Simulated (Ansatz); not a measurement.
# P (Im-3m): energy and pressure against volume

Aim: energy and pressure of P (Im-3m) over a wide range of volumes, and a fit. Whether the element takes this structure at low temperature is a separate question.

Method: DFT r²SCAN, scalar-relativistic, plane waves, PAW, in Ansatz 0.2.0.

The runs add the D3(BJ) dispersion term to the functional named.

## (1) The structure to begin with

Symmetry: Im-3m, No. 229, cubic system. Conventional cell: a = 3.034 Å, b = 3.034 Å, c = 3.034 Å, α = 90.00°, β = 90.00°, γ = 90.00°. P (site symmetry m-3m) has 8 P at 2.63 Å as nearest neighbours.

Structure file:

```xyz
1
Lattice="-1.5170 1.5170 1.5170 1.5170 -1.5170 1.5170 1.5170 1.5170 -1.5170" Properties=species:S:1:pos:R:3 pbc="T T T"
P     0.0000    0.0000    0.0000
```

This cell comes from an earlier session at r²SCAN: 13.964 Å³/atom at -0.03 GPa, on a 20×20×20 mesh.

## (2) Volume × 0.96

input.yaml

```yaml
crystal:
  lattice:
    - [-1.4965049076, 1.4965049076, 1.4965049076]
    - [1.4965049076, -1.4965049076, 1.4965049076]
    - [1.4965049076, 1.4965049076, -1.4965049076]
  atoms:
    - { symbol: P, position: [0.0, 0.0, 0.0] }
basis:
  ecutwfc: 500
  ecutrho_ratio: 4
kpoints:
  mp_grid: { grid: [20, 20, 20] }
hamiltonian:
  xc: r2scan
  dispersion: d3bj
scf:
  occupations: { method: gaussian, width: 0.05 }
output:
  forces: true
  stress: true
  eigenvalues: true
```

Run with:

```bash
ansatz run input.yaml --threads 1 --pin off --max-ram 2560MiB --backend cpu --events-out ev --progress --plain --runs-dir out
```

The runs that follow: Volume × 1.04; Volume × 0.92; Volume × 0.88; Volume × 0.84; Volume × 0.8; Volume × 0.76; Volume × 0.72; Volume × 0.68; Volume × 0.64.

What does the calculation give? Wanted: range of pressure; V0; B0; B0′.

The runs gave:

| quantity | value |
| --- | --- |
| range of pressure | -3.7 to 102.0 GPa |
| V0 (fit) | 13.96 Å³/atom |
| B0 (fit) | 93 GPa |
| B0′ (fit) | 3.97 |

In words: A third-order Birch-Murnaghan fit follows the points with an rms miss of 0.95 meV/atom. The k mesh is not the same at all volumes. Symmetry fixes shape and sites, so only the volume changes. Other structures may be lower in enthalpy at these pressures.
